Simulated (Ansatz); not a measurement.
# Sr2Hf: the cost of one run

Computed with Ansatz 0.2.0 (DFT PBE, scalar-relativistic, plane waves, PAW, unless a step's input says otherwise).

### 1 The starting structure

Symmetry: P6/mmm, No. 191, hexagonal system. Conventional cell: a = 5.379 Å, b = 5.379 Å, c = 3.419 Å, α = 90.00°, β = 90.00°, γ = 120.00°. Sr (site symmetry -6m2) is surrounded by 5 Sr at 3.11 to 3.42 Å and 6 Hf at 3.55 Å. Hf (site symmetry 6/mmm) is surrounded by 2 Hf at 3.42 Å and 12 Sr at 3.55 Å.

Structure file:

```cif
data_structure
_symmetry_space_group_name_H-M 'P 1'
_symmetry_Int_Tables_number 1
_cell_length_a 5.3790
_cell_length_b 5.3790
_cell_length_c 3.4194
_cell_angle_alpha 90.000
_cell_angle_beta 90.000
_cell_angle_gamma 120.000
_cell_volume 85.68
loop_
_atom_site_label
_atom_site_type_symbol
_atom_site_fract_x
_atom_site_fract_y
_atom_site_fract_z
_atom_site_occupancy
Sr1 Sr 0.33333 0.66667 0.50000 1
Sr2 Sr 0.66667 0.33333 0.50000 1
Hf1 Hf 0.00000 0.00000 0.00000 1
```

This is candidate A: Li2Pt type (P6/mmm, No. 191).

(A quick probe on a coarse mesh, which set the mesh and smearing, is not shown.)

### 3 Coarse relaxation (candidate A)

File input.yaml:

```yaml
crystal:
  lattice:
    - [5.3789744329, 0.0, 0.0]
    - [-2.6894872164, 4.6583285053, 0.0]
    - [0.0, 0.0, 3.4193632181]
  atoms:
    - { symbol: Sr, position: [0.3333333333, 0.6666666667, 0.5] }
    - { symbol: Sr, position: [0.6666666667, 0.3333333333, 0.5] }
    - { symbol: Hf, position: [0.0, 0.0, 0.0] }
basis:
  ecutwfc: 420
kpoints:
  mp_grid: { grid: [6, 6, 6] }
hamiltonian:
  xc: pbe
scf:
  occupations: { method: gaussian, width: 0.1 }
  lower_state_search: "off"
output:
  forces: true
  stress: true
  eigenvalues: true
relax:
  adjacent_minimum: "off"
  f_tol: 0.04
  max_steps: 70
  cell: { stress_tol: 0.4 }
```

Command:

```sh
$ ansatz run input.yaml --threads 1 --pin off --max-ram 2560MiB --backend cpu --events-out ev --progress --plain --runs-dir out
```

What time and memory should one allow on 1 thread of Arm Neoverse V1, shared host?

About 24 s, with a peak of 0.39 GiB.
